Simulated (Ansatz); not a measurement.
# Cl2FH4HfNS: the cost of one run

Program: Ansatz 0.2.0. Level of theory: RKS PBE0-D4/def2-SVP. These are calculated values, not measurements.

## Step 1: Starting point

Bond lengths: Hf1–Cl2 2.870 Å, Hf1–N3 2.210 Å, N3–H4 1.060 Å, N3–H5 1.060 Å, Hf1–F6 1.979 Å, Hf1–Cl7 2.518 Å, Hf1–S8 2.850 Å, S8–H9 1.400 Å. Angles: Cl2–Hf1–N3 109.4°, Cl2–Hf1–F6 109.5°, Cl2–Hf1–Cl7 109.5°, Cl2–Hf1–S8 71.6°, N3–Hf1–F6 109.5°, N3–Hf1–Cl7 109.5°, N3–Hf1–S8 75.8°, F6–Hf1–Cl7 109.5°, F6–Hf1–S8 173.4°, Cl7–Hf1–S8 64.4°, Hf1–N3–H4 120.0°, Hf1–N3–H5 120.0°, H4–N3–H5 120.0°, Hf1–S8–H9 109.5°.

As a file:

```xyz
10

Hf    0.0000    0.0000    0.0000
Cl    0.0000    0.0000    2.8700
N     2.0840    0.0000   -0.7359
H     2.5823   -0.9180   -0.9166
H     2.5853    0.9180   -0.9082
F    -0.9326    1.6157   -0.6593
Cl   -1.1869   -2.0563   -0.8392
S     1.0605   -2.4880    0.8987
H     0.1806   -3.5219    0.5568
H     0.6263   -1.4693    2.2626
```

## Step 2: A restrained relaxation towards end A

Springs on the bonds that form and break draw the guess towards this end; the thresholds are loose.

The input, input.yaml:

```yaml
crystal:
  periodic: [false, false, false]
  atoms:
    - { symbol: Hf, position_ang: [0.0, 0.0, 0.0] }
    - { symbol: Cl, position_ang: [0.0, 0.0, 2.87] }
    - { symbol: "N", position_ang: [2.084, 0.0, -0.7359] }
    - { symbol: H, position_ang: [2.5823, -0.918, -0.9166] }
    - { symbol: H, position_ang: [2.5853, 0.918, -0.9082] }
    - { symbol: F, position_ang: [-0.9326, 1.6157, -0.6593] }
    - { symbol: Cl, position_ang: [-1.1869, -2.0563, -0.8392] }
    - { symbol: S, position_ang: [1.0605, -2.488, 0.8987] }
    - { symbol: H, position_ang: [0.1806, -3.5219, 0.5568] }
    - { symbol: H, position_ang: [0.6263, -1.4693, 2.2626] }
basis:
  gaussian: { orbitals: def2-SVP }
hamiltonian:
  xc: pbe0
  dispersion: d4
relax:
  f_tol: 0.15
  max_steps: 25
  restrain:
    - { distance: [0, 7], at: 3.75, k: 30.0 }
    - { distance: [9, 1], at: 2.57, k: 30.0 }
    - { distance: [0, 1], at: 2.52, k: 30.0 }
    - { distance: [9, 7], at: 1.4, k: 30.0 }
output:
  orbitals: {}
```

Command:

```console
$ ansatz run input.yaml --threads 4 --pin off --max-ram 5120MiB --backend cpu --events-out ev --progress --plain --runs-dir out
```

What time and memory should one allow on 4 threads of Intel Xeon Platinum 8488C (Sapphire Rapids), shared host?

About 27 s, with a peak of 0.39 GiB.
